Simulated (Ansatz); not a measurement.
# C12H13NSi: small, medium and large basis sets

One table from this session's results is given with a row withheld; the runs are named, their logs left out.

The runs use Ansatz 0.2.0, Gaussian basis; one geometry, several basis sets.

Levels to be run: PBE0-D4/def2-SVP; ωB97M-V/def2-SVP; PBE0-D4/def2-QZVPP; ωB97M-V/def2-QZVPP; the functionals' def2-TZVPP values are taken from earlier runs.

### The geometry

An earlier PBE0-D4 in a triple-zeta def2 set relaxation fixed the geometry.

SMILES `[SiH3]N(c1ccccc1)c1ccccc1`, 27 atoms, charge 0, spin multiplicity 1.

Atoms are counted from 1 here; the program's logs count them from 0.

Bond lengths: Si1–N2 1.744 Å, Si1–H15 1.480 Å, Si1–H16 1.485 Å, Si1–H17 1.490 Å, N2–C3 1.401 Å, N2–C9 1.419 Å, C3–C4 1.396 Å, C3–C8 1.397 Å, C4–C5 1.385 Å, C4–H18 1.085 Å, C5–C6 1.386 Å, C5–H19 1.084 Å, C6–C7 1.388 Å, C6–H20 1.083 Å, C7–C8 1.383 Å, C7–H21 1.084 Å, C8–H22 1.083 Å, C9–C10 1.393 Å and more. Angles: N2–Si1–H15 106.6°, N2–Si1–H16 109.8°, N2–Si1–H17 112.5°, H15–Si1–H16 111.2°, H15–Si1–H17 109.0°, H16–Si1–H17 107.9°, Si1–N2–C3 121.3°, Si1–N2–C9 119.7°, C3–N2–C9 118.7°, N2–C3–C4 120.4°, N2–C3–C8 121.2°, C4–C3–C8 118.4°, C3–C4–C5 120.7°, C3–C4–H18 120.2°, C5–C4–H18 119.1°, C4–C5–C6 120.6°, C4–C5–H19 119.2°, C6–C5–H19 120.2° and more.

As a file:

```
Si   -2.10641   -1.19886    1.13048
N    -0.74308   -0.45706    0.33520
C    -0.91218    0.62281   -0.54183
C    -2.10602    1.34706   -0.54795
C    -2.30142    2.38188   -1.44749
C    -1.30920    2.72996   -2.34972
C    -0.11710    2.01939   -2.34190
C     0.08382    0.97639   -1.45595
C     0.57456   -0.85798    0.67740
C     1.45160    0.04849    1.26832
C     2.73207   -0.34503    1.61529
C     3.14992   -1.65001    1.39014
C     2.27834   -2.55531    0.80617
C     0.99969   -2.16004    0.44227
H    -1.59888   -2.42556    1.78487
H    -3.15664   -1.52002    0.13096
H    -2.71297   -0.31356    2.16435
H    -2.88746    1.11591    0.16870
H    -3.23792    2.92783   -1.42995
H    -1.46070    3.54416   -3.04782
H     0.66989    2.27363   -3.04324
H     1.01498    0.42428   -1.47175
H     1.11808    1.06418    1.44750
H     3.40542    0.36928    2.07534
H     4.15097   -1.95776    1.66829
H     2.59647   -3.57475    0.62006
H     0.32246   -2.85960   -0.03412
```

Set-up of the first run:

File in.yaml:

```yaml
crystal:
  periodic: [false, false, false]
  atoms:
    - {symbol: Si, position_ang: [-2.106406, -1.198863, 1.130479]}
    - {symbol: N, position_ang: [-0.743079, -0.457064, 0.335195]}
    - {symbol: C, position_ang: [-0.912184, 0.622813, -0.541826]}
    - {symbol: C, position_ang: [-2.106024, 1.347057, -0.547955]}
    - {symbol: C, position_ang: [-2.301419, 2.381878, -1.447494]}
    - {symbol: C, position_ang: [-1.309203, 2.729960, -2.349724]}
    - {symbol: C, position_ang: [-0.117103, 2.019387, -2.341903]}
    - {symbol: C, position_ang: [0.083816, 0.976391, -1.455951]}
    - {symbol: C, position_ang: [0.574565, -0.857983, 0.677402]}
    - {symbol: C, position_ang: [1.451603, 0.048492, 1.268324]}
    - {symbol: C, position_ang: [2.732070, -0.345031, 1.615290]}
    - {symbol: C, position_ang: [3.149917, -1.650014, 1.390141]}
    - {symbol: C, position_ang: [2.278338, -2.555308, 0.806174]}
    - {symbol: C, position_ang: [0.999693, -2.160039, 0.442274]}
    - {symbol: H, position_ang: [-1.598883, -2.425557, 1.784872]}
    - {symbol: H, position_ang: [-3.156635, -1.520017, 0.130959]}
    - {symbol: H, position_ang: [-2.712967, -0.313561, 2.164350]}
    - {symbol: H, position_ang: [-2.887457, 1.115913, 0.168697]}
    - {symbol: H, position_ang: [-3.237918, 2.927829, -1.429950]}
    - {symbol: H, position_ang: [-1.460697, 3.544162, -3.047824]}
    - {symbol: H, position_ang: [0.669888, 2.273625, -3.043241]}
    - {symbol: H, position_ang: [1.014980, 0.424282, -1.471751]}
    - {symbol: H, position_ang: [1.118079, 1.064181, 1.447496]}
    - {symbol: H, position_ang: [3.405423, 0.369285, 2.075336]}
    - {symbol: H, position_ang: [4.150975, -1.957761, 1.668294]}
    - {symbol: H, position_ang: [2.596466, -3.574752, 0.620057]}
    - {symbol: H, position_ang: [0.322463, -2.859602, -0.034121]}
basis:
  gaussian: {orbitals: def2-SVP}
hamiltonian: {xc: pbe0, dispersion: d4}
output: {orbitals: {seedname: orbitals}}
```

Run with:

```
ansatz run in.yaml --threads 11 --pin off --events-out ev --progress --plain --max-ram 120832MiB --backend cpu
```

Steps of the session up to this table: PBE0-D4 in def2-SVP; ωB97M-V in def2-SVP; PBE0-D4 in def2-QZVPP; ωB97M-V in def2-QZVPP.

One of the session's tables, all rows but one given; the rest of the session is left out.

It belongs to the step «Functionals by basis». 

| functional | basis | HOMO (eV) |
| --- | --- | --- |
| PBE0-D4 | def2-SVP | ? |
| PBE0-D4 | def2-TZVPP | -5.93 |
| PBE0-D4 | def2-QZVPP | -5.95 |
| ωB97M-V | def2-SVP | -7.89 |
| ωB97M-V | def2-TZVPP | -7.94 |
| ωB97M-V | def2-QZVPP | -7.96 |

**Question.** Estimate the row for PBE0-D4, def2-SVP.

As computed: HOMO (eV): -5.90. In the column «HOMO (eV)» it is the highest.
